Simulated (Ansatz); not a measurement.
# CH₇AlN₂: a ladder of functionals and wavefunction methods

The task here is to estimate one member of a computed series from the others.

Computed with Ansatz 0.2.0, Gaussian basis. Level: functionals in def2-TZVPP, the program's frozen cores in correlated methods.

Levels to be run: LDA (SPW92), PBE-D4, revPBE-D4, BLYP-D4, r2SCAN-D4, B97M-V, PBE0-D4, B3LYP-D4, r2SCANh-D4, r2SCAN0-D4, HSE06-D4, BHLYP-D4, CAM-B3LYP-D4, LC-ωPBE, ωB97X-V, ωB97M-V, B2PLYP, PBE-QIDH; CCSD(T)/def2-SVP; CCSD(T)/def2-TZVPP; MP2/def2-QZVPP; extrapolation to the limit; RPA on PBE.

### The relaxed structure

An earlier PBE0-D4 in a triple-zeta def2 set relaxation fixed the geometry.

SMILES `NC[NH][AlH2]`, 11 atoms, charge 0, spin multiplicity 1.

Atoms are counted from 1 here; the program's logs count them from 0.

Bond lengths: N1–C2 1.452 Å, N1–H5 1.013 Å, N1–H6 1.013 Å, C2–N3 1.438 Å, C2–H7 1.098 Å, C2–H8 1.101 Å, N3–Al4 1.770 Å, N3–H9 1.012 Å, Al4–H10 1.585 Å, Al4–H11 1.583 Å. Angles: C2–N1–H5 111.0°, C2–N1–H6 110.3°, H5–N1–H6 108.0°, N1–C2–N3 110.6°, N1–C2–H7 106.6°, N1–C2–H8 114.0°, N3–C2–H7 111.4°, N3–C2–H8 107.5°, H7–C2–H8 106.6°, C2–N3–Al4 128.5°, C2–N3–H9 110.5°, Al4–N3–H9 121.0°, N3–Al4–H10 117.4°, N3–Al4–H11 117.8°, H10–Al4–H11 124.8°.

Geometry (Å):

```mol
CH7AlN2
  3D, bonds by distance, orders not assigned

 11 10  0  0  0  0  0  0  0  0999 V2000
   -1.1276    1.4493    0.1966 N   0  0
    0.0541    0.8096   -0.3532 C   0  0
    0.5217   -0.2292    0.5236 N   0  0
    0.7764   -1.9426    0.1621 Al  0  0
   -1.3869    2.2624   -0.3488 H   0  0
   -1.9108    0.8064    0.1908 H   0  0
    0.8091    1.5977   -0.4786 H   0  0
   -0.1001    0.3598   -1.3464 H   0  0
    0.6721    0.1346    1.4554 H   0  0
    0.4407   -2.4348   -1.3062 H   0  0
    1.3167   -2.8702    1.3255 H   0  0
  1  2  8  0
  2  3  8  0
  3  4  8  0
  1  5  8  0
  1  6  8  0
  2  7  8  0
  2  8  8  0
  3  9  8  0
  4 10  8  0
  4 11  8  0
M  END
```

Set-up of the first run:

File in.yaml:

```yaml
crystal:
  periodic: [false, false, false]
  atoms:
    - {symbol: N, position_ang: [-1.127634, 1.449304, 0.196556]}
    - {symbol: C, position_ang: [0.054131, 0.809619, -0.353246]}
    - {symbol: N, position_ang: [0.521671, -0.229226, 0.523559]}
    - {symbol: Al, position_ang: [0.776400, -1.942619, 0.162112]}
    - {symbol: H, position_ang: [-1.386936, 2.262437, -0.348777]}
    - {symbol: H, position_ang: [-1.910774, 0.806436, 0.190824]}
    - {symbol: H, position_ang: [0.809057, 1.597676, -0.478596]}
    - {symbol: H, position_ang: [-0.100085, 0.359789, -1.346373]}
    - {symbol: H, position_ang: [0.672108, 0.134580, 1.455428]}
    - {symbol: H, position_ang: [0.440749, -2.434803, -1.306216]}
    - {symbol: H, position_ang: [1.316715, -2.870193, 1.325530]}
basis:
  gaussian: {orbitals: def2-TZVPP}
hamiltonian: {xc: lda}
output: {orbitals: {seedname: orbitals}}
```

The run is started by

```
ansatz run in.yaml --threads 2 --pin off --events-out ev --progress --plain --max-ram 4352MiB
```

Steps of the session up to this table: LDA; PBE-D4 (GGA); revPBE-D4 (GGA); BLYP-D4 (GGA); r2SCAN-D4 (meta-GGA); B97M-V (meta-GGA); B3LYP-D4 (hybrid); r2SCANh-D4 (hybrid); r2SCAN0-D4 (hybrid); HSE06-D4 (hybrid); BHLYP-D4 (hybrid); CAM-B3LYP-D4 (range-separated); LC-ωPBE (range-separated); ωB97X-V (range-separated); ωB97M-V (range-separated); B2PLYP (double hybrid); PBE-QIDH (double hybrid).

One table of the session follows, with a row left open; its other results are not shown here.

It belongs to the step «Orbital energies across the functionals». 

| functional | HOMO (eV) | gap (eV) |
| --- | --- | --- |
| LDA (SPW92) | -5.62 | 3.94 |
| PBE-D4 | -5.51 | 4.03 |
| revPBE-D4 | ? | ? |
| BLYP-D4 | -5.41 | 4.05 |
| r2SCAN-D4 | -5.78 | 4.64 |
| B97M-V | -5.95 | 4.57 |
| PBE0-D4 | -6.88 | 6.15 |
| B3LYP-D4 | -6.67 | 5.73 |
| r2SCANh-D4 | -6.30 | 5.41 |
| r2SCAN0-D4 | -7.07 | 6.55 |
| HSE06-D4 | -6.47 | 5.38 |
| BHLYP-D4 | -8.16 | 8.17 |
| CAM-B3LYP-D4 | -8.29 | 8.47 |
| LC-ωPBE | -9.65 | 10.89 |
| ωB97X-V | -9.31 | 10.45 |
| ωB97M-V | -9.24 | 10.09 |

Estimate the missing values for revPBE-D4.

**Answer.** HOMO (eV): -5.46; gap (eV): 4.08. In the column «HOMO (eV)» it lies between PBE-D4 (-5.51) and BLYP-D4 (-5.41).
